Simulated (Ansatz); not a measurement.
**Si(vinyl)3Br (C₆H₉BrSi): the relaxed shape and its frontier levels**

Aim: characterise Si(vinyl)3Br (C₆H₉BrSi) as a singlet: its structure, frontier levels and distribution of charge.

Program: Ansatz 0.2.0, Gaussian basis. Level of theory: RKS PBE0-D4/def2-TZVP. These are calculated values, not measurements.

The runs, in order: relaxation at r2SCAN-D4/def2-SVP; a single point at PBE0-D4/def2-TZVP.

2 further runs of the same task are left out: 2 set aside as unsound or not needed.

### 1 Where the work starts

17 atoms, charge 0, spin multiplicity 1.

Atoms are counted from 1 here; the program's logs count them from 0.

Bond lengths: Si1–C2 1.885 Å, Si1–C7 1.885 Å, Si1–C12 1.885 Å, Si1–Br17 2.243 Å, C2–C3 1.323 Å, C2–H4 1.083 Å, C3–H5 1.079 Å, C3–H6 1.079 Å, C7–C8 1.323 Å, C7–H9 1.084 Å, C8–H10 1.079 Å, C8–H11 1.079 Å, C12–C13 1.323 Å, C12–H14 1.083 Å, C13–H15 1.078 Å, C13–H16 1.079 Å. Angles: C2–Si1–C7 111.5°, C2–Si1–C12 111.1°, C2–Si1–Br17 107.5°, C7–Si1–C12 111.1°, C7–Si1–Br17 107.7°, C12–Si1–Br17 107.7°, Si1–C2–C3 125.5°, Si1–C2–H4 115.8°, C3–C2–H4 118.7°, C2–C3–H5 122.0°, C2–C3–H6 122.3°, H5–C3–H6 115.7°, Si1–C7–C8 125.5°, Si1–C7–H9 115.8°, C8–C7–H9 118.7°, C7–C8–H10 122.0°, C7–C8–H11 122.3°, H10–C8–H11 115.7° and more.

Coordinates:

```
Si   -0.0057   -0.0162   -0.0067
C    -0.2870    0.0698    1.8551
C    -0.9875   -0.7987    2.5667
H     0.1716    0.9097    2.3629
H    -1.4653   -1.6546    2.1160
H    -1.1160   -0.6994    3.6333
C     1.8239   -0.1967   -0.4219
C     2.3735   -1.2319   -1.0365
H     2.4586    0.6302   -0.1253
H     1.7920   -2.0831   -1.3560
H     3.4298   -1.2798   -1.2523
C    -0.7549    1.4783   -0.8769
C    -1.7318    1.4383   -1.7688
H    -0.3335    2.4397   -0.6086
H    -2.1878    0.5106   -2.0763
H    -2.1204    2.3289   -2.2384
Br   -1.0596   -1.8452   -0.7662
```

The start is a GFN2-xTB geometry.

### 2 Optimising with r2SCAN-D4/def2-SVP

The input, in.yaml:

```yaml
crystal:
  periodic: [false, false, false]
  atoms:
    - {symbol: Si, position_ang: [-0.005670, -0.016160, -0.006730]}
    - {symbol: C, position_ang: [-0.287010, 0.069840, 1.855050]}
    - {symbol: C, position_ang: [-0.987510, -0.798720, 2.566650]}
    - {symbol: H, position_ang: [0.171570, 0.909690, 2.362920]}
    - {symbol: H, position_ang: [-1.465280, -1.654560, 2.115970]}
    - {symbol: H, position_ang: [-1.115960, -0.699430, 3.633260]}
    - {symbol: C, position_ang: [1.823940, -0.196660, -0.421920]}
    - {symbol: C, position_ang: [2.373520, -1.231940, -1.036480]}
    - {symbol: H, position_ang: [2.458640, 0.630250, -0.125320]}
    - {symbol: H, position_ang: [1.791970, -2.083050, -1.355980]}
    - {symbol: H, position_ang: [3.429780, -1.279820, -1.252280]}
    - {symbol: C, position_ang: [-0.754940, 1.478260, -0.876850]}
    - {symbol: C, position_ang: [-1.731790, 1.438320, -1.768750]}
    - {symbol: H, position_ang: [-0.333520, 2.439670, -0.608580]}
    - {symbol: H, position_ang: [-2.187800, 0.510630, -2.076330]}
    - {symbol: H, position_ang: [-2.120370, 2.328880, -2.238450]}
    - {symbol: Br, position_ang: [-1.059570, -1.845180, -0.766190]}
basis:
  gaussian: {orbitals: def2-SVP}
hamiltonian: {xc: r2scan, dispersion: d4}
scf: {lower_state_search: "off"}
output: {orbitals: {seedname: orbitals}}
relax: {f_tol: 0.02, max_steps: 100}
```

Run with:

```
ansatz run in.yaml --threads 2 --pin off --events-out ev --progress --plain --max-ram 22528MiB --backend cuda --devices 0, --max-vram 18GiB
```

After this run come: Single point, PBE0-D4/def2-TZVP.

Q: Predict the results of all the runs planned. Wanted: point group; commonest bond, hydrogen aside; HOMO, LUMO at PBE0-D4/def2-TZVP; dipole at r2SCAN-D4/def2-SVP.

As calculated:

```
                       quantity                           value
                    point group                             C3v
 commonest bond, hydrogen aside  C–Si, 3 of mean length 1.869 Å
HOMO, LUMO at PBE0-D4/def2-TZVP                 -7.75, -0.84 eV
   dipole at r2SCAN-D4/def2-SVP                          1.73 D
```

In words: The molecule keeps its bonding pattern by the stored test; the atoms moved 0.05 Å (rms). No usable vibrations, so a minimum isn't proven. The HOMO lies nearest to 6 C atoms about 14 % each and the LUMO to C7, C8 about 20 % each; C12, C13 about 9 % each.
